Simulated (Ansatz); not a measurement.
**SiAsH₃ (quintet): wave-function methods side by side, cc-pVDZ**

One table from this session's results is given with a row withheld; the runs are named, their logs left out.

Computed with Ansatz 0.2.0, Gaussian basis. Level: cc-pVDZ, core rule «outside noble gas», up to 19 orbitals frozen.

To be run: UHF; CCSD(T) on ROHF; CCSD(T) on UHF; BCCD(T) on ROHF; CISD; CCSDT(Q) on ROHF; CCSDT(Q) on UHF; CASSCF and MRCISD+Q, 12 electrons in 11 orbitals; CASSCF and NEVPT2, 12 electrons in 11 orbitals.

22 further runs of the same task are left out: 8 that didn't finish, 14 set aside as unsound or not needed.

## What is computed

The geometry is a PBE0/def2-TZVP stationary point (not a proven minimum) of the parent state, kept for this charge and spin. No spin-orbit coupling is included. The filled d shell of As may be among the frozen orbitals whatever the setting's name suggests; the logs give the count.

5 atoms, charge 0, spin multiplicity 5.

Atoms are counted from 1 here; the program's logs count them from 0.

Bond lengths: Si1–As2 2.358 Å, Si1–H3 1.494 Å, Si1–H4 1.494 Å, As2–H5 1.526 Å. Angles: As2–Si1–H3 110.1°, As2–Si1–H4 110.1°, H3–Si1–H4 107.4°, Si1–As2–H5 94.0°.

Coordinates:

| atom | x (Å) | y (Å) | z (Å) |
| --- | --- | --- | --- |
| Si1 | 0.0000 | -0.1182 | 1.6755 |
| As2 | 0.0000 | 0.0488 | -0.6764 |
| H3 | -1.2039 | 0.5635 | 2.2397 |
| H4 | 1.2039 | 0.5635 | 2.2397 |
| H5 | 0.0000 | -1.4623 | -0.8901 |

Set-up of the first run:

Contents of in.yaml:

```yaml
crystal:
  periodic: [false, false, false]
  atoms:
    - {symbol: Si, position_ang: [0.000000, -0.118182, 1.675460]}
    - {symbol: As, position_ang: [0.000000, 0.048814, -0.676359]}
    - {symbol: H, position_ang: [-1.203885, 0.563494, 2.239718]}
    - {symbol: H, position_ang: [1.203884, 0.563498, 2.239718]}
    - {symbol: H, position_ang: [0.000003, -1.462319, -0.890139]}
basis:
  gaussian: {orbitals: cc-pVDZ}
magnetization: {spin_polarized: true, initial_magnetization: 4}
hamiltonian: {xc: hf}
output: {orbitals: {seedname: orbitals}}
```

On the command line:

```bash
$ ansatz run in.yaml --threads 1 --pin off --events-out ev --progress --plain --max-ram 2393MiB
```

Among the steps run: UHF; CCSD(T) on ROHF; CCSD(T) on UHF; BCCD(T) on ROHF; CISD; CCSDT(Q) on ROHF; CCSDT(Q) on UHF; CASSCF and MRCISD+Q, 12 electrons in 11 orbitals; CASSCF and NEVPT2, 12 electrons in 11 orbitals.

One table of the session follows, with a row left open; its other results are not shown here.

```
          method  from UCCSDT(Q) (kJ/mol)
            ROHF                   +570.5
             UHF                   +556.2
            RMP2                   +126.9
            UMP2                   +125.4
            CISD                    +62.7
           RCCSD                    +20.2
           UCCSD                    +19.0
        RCCSD(T)                     +5.4
        UCCSD(T)                     +4.4
         BCCD(T)                     +5.2
          RCCSDT                     +1.7
          UCCSDT                     +0.8
       RCCSDT(Q)                     +1.0
       UCCSDT(Q)                        0
  CASSCF valence                   +427.5
  NEVPT2 valence                   +114.5
  MRCISD valence                    +39.1
MRCISD+Q valence                        ?
```

Estimate the missing values for MRCISD+Q valence.

**Answer.** from UCCSDT(Q) (kJ/mol): +5.5. In the column «from UCCSDT(Q) (kJ/mol)» it lies between RCCSD(T) (+5.4) and UCCSD (+19.0).

Caveats from the session: Restricted and unrestricted rows rest on different reference determinants; where their highest levels disagree by more than a few hundredths of an eV, they describe different states and don't form one ladder.
